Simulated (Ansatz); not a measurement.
# C3H7OSb: the cost of one run

All numbers below are computed with Ansatz 0.2.0 (RKS BLYP-D4/def2-SVP).

1 further run of the same task is left out (it didn't finish).

**1. The structure to begin with**

Bond lengths: C1–C2 1.471 Å, C2–O3 1.390 Å, C2–C4 1.513 Å, O3–C4 1.412 Å, C4–Sb5 2.113 Å, C1–H6 1.176 Å, C1–H7 1.126 Å, C1–H8 1.064 Å, C2–H9 1.073 Å, C4–H10 1.175 Å, Sb5–H11 1.739 Å, Sb5–H12 1.744 Å. Angles (14 of 22 angles, heavy atoms first): C1–C2–O3 111.4°, C1–C2–C4 118.2°, O3–C2–C4 58.0°, C2–O3–C4 65.4°, C2–C4–O3 56.6°, C2–C4–Sb5 117.0°, O3–C4–Sb5 116.2°, C1–C2–H9 123.0°, O3–C2–H9 111.2°, C4–C2–H9 115.8°, C2–C1–H6 109.3°, C2–C1–H7 113.3°, C2–C1–H8 112.1°, C2–C4–H10 112.8°.

Coordinates:

```xyz
12

C    -1.6751    0.3997   -0.2354
C    -0.2117    0.3019   -0.3432
O     0.4214    1.2402    0.4644
C     0.5714   -0.0979    0.8885
Sb    2.4720   -0.9664    0.5785
H    -2.0672    1.2140   -0.9874
H    -2.0236    0.7690    0.7694
H    -2.1573   -0.5137   -0.4922
H     0.2998    0.1876   -1.2800
H    -0.1149   -0.2781    1.8248
H     1.7879   -2.2997   -0.3044
H     2.7741   -0.0118   -0.8490
```

**2. Relaxing end A**

File input.yaml:

```yaml
crystal:
  periodic: [false, false, false]
  atoms:
    - { symbol: C, position_ang: [-1.6751, 0.3997, -0.2354] }
    - { symbol: C, position_ang: [-0.2117, 0.3019, -0.3432] }
    - { symbol: O, position_ang: [0.4214, 1.2402, 0.4644] }
    - { symbol: C, position_ang: [0.5714, -0.0979, 0.8885] }
    - { symbol: Sb, position_ang: [2.472, -0.9664, 0.5785] }
    - { symbol: H, position_ang: [-2.0672, 1.214, -0.9874] }
    - { symbol: H, position_ang: [-2.0236, 0.769, 0.7694] }
    - { symbol: H, position_ang: [-2.1573, -0.5137, -0.4922] }
    - { symbol: H, position_ang: [0.2998, 0.1876, -1.28] }
    - { symbol: H, position_ang: [-0.1149, -0.2781, 1.8248] }
    - { symbol: H, position_ang: [1.7879, -2.2997, -0.3044] }
    - { symbol: H, position_ang: [2.7741, -0.0118, -0.849] }
basis:
  gaussian: { orbitals: def2-SVP }
hamiltonian:
  xc: blyp
  dispersion: d4
relax:
  f_tol: 0.015
  max_steps: 40
output:
  orbitals: {}
```

The run is started by

```sh
ansatz run input.yaml --threads 2 --pin off --max-ram 3072MiB --backend cpu --events-out ev --progress --plain --runs-dir out
```

Q: Estimate wall time and peak memory on 2 threads of Arm Neoverse V1, shared host.

About 40 s, with a peak of 0.15 GiB.
